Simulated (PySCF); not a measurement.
**[ErCl4]−: other functionals and bases at one geometry**

One table from this session's results is given with a row withheld; the runs are named, their logs left out.

The runs use PySCF 2.14.0; several levels, as the steps say, no spin–orbit coupling.

3 further runs of the same task are left out: 2 for a known fault of the program, 1 that didn't finish.

**The system as given**

5 atoms, charge -1, spin multiplicity 1.

Bond lengths: Er1–Cl2 2.514 Å, Er1–Cl3 2.514 Å, Er1–Cl4 2.514 Å, Er1–Cl5 2.514 Å. Angles: Cl2–Er1–Cl3 109.5°, Cl2–Er1–Cl4 109.5°, Cl2–Er1–Cl5 109.5°, Cl3–Er1–Cl4 109.5°, Cl3–Er1–Cl5 109.5°, Cl4–Er1–Cl5 109.5°.

Coordinates:

```xyz
5
Cl4Er
Er    0.00000    0.00000    0.00000
Cl    1.45129    1.45129    1.45129
Cl   -1.45129   -1.45129    1.45129
Cl    1.45129   -1.45129   -1.45129
Cl   -1.45129    1.45129   -1.45129
```

Formal oxidation states: Er +3. Each metal's 11 4f electrons lie in its core potential, so multiplicities, spins and levels count the valence alone. An earlier session relaxed this geometry at r2SCAN, Er lcecp-1-SVP with ECP57, Cl def2-SVP (singlet, point group Td).

At r2SCAN on the finer grid: E = -1878.847538 Eh, HOMO -3.50 eV, LUMO 3.39 eV, Mulliken charge on Er1 +0.73 e, largest force component 0.007 eV/Å. 

Levels to run: M06-L; CAM-B3LYP; BP86; PBE0; r2SCAN, TZVP. Hardware: 2 threads of Intel Xeon at 2.80GHz (Skylake/Cascade Lake), shared host.

Set-up of the first run:

The input, run.py (the lines that set the calculation):

```python
mol = gto.M(atom='''
Er     0.00000     0.00000     0.00000
Cl     1.45129     1.45129     1.45129
Cl    -1.45129    -1.45129     1.45129
Cl     1.45129    -1.45129    -1.45129
Cl    -1.45129     1.45129    -1.45129''',
    basis={'Er': 'lcecp-1-SVP', 'Cl': 'def2-SVP'},
    ecp={'Er': 'lcecp-1-SVP'},
    charge=-1, spin=0)
mf = dft.RKS(mol, xc='M06L')
mf.grids.atom_grid = (75, 302)  # f atoms: unpruned, at least (60, 302)
mf = mf.density_fit()  # fitting sets: Er AutoAux, Cl def2-universal-JKFIT
mf.conv_tol = 1e-08; mf.max_cycle = 55
mf.kernel(dm0)  # dm0: the density of the relaxed state
```

On the command line:

```sh
OMP_NUM_THREADS=2 python run.py
```

Steps of the session up to this table: M06-L; CAM-B3LYP; BP86; PBE0; r2SCAN, TZVP.

One table of the session follows, with a row left open; its other results are not shown here.

```
                level  HOMO (eV)  gap (eV)  charge on Er1 (e)  largest force component (eV/Å)
r2SCAN (relaxed here)      -3.50      6.89               0.73                            0.01
                M06-L          ?         ?                  ?                               ?
            CAM-B3LYP      -5.75      9.91               0.64                            0.03
                 BP86      -3.13      6.18               0.51                            0.01
                 PBE0      -4.49      8.02               0.72                            0.05
         r2SCAN, TZVP      -3.75      6.87               1.30                            0.01
```

Estimate the missing values for M06-L.

**Answer.** HOMO (eV): -3.42; gap (eV): 6.83; charge on Er1 (e): 0.98; largest force component (eV/Å): 0.03. In the column «HOMO (eV)» it lies between r2SCAN (relaxed here) (-3.50) and BP86 (-3.13).

In one basis the HOMO–LUMO gap runs from 6.18 eV (BP86) to 9.91 eV (CAM-B3LYP). The largest leftover force, 0.05 eV/Å with PBE0, stands at a geometry relaxed at another level. With 4f in the core, its levels are missing from HOMO and gap, and its count is fixed, so no charge can pass from the ligands into it. Total energies of different levels can't be compared.
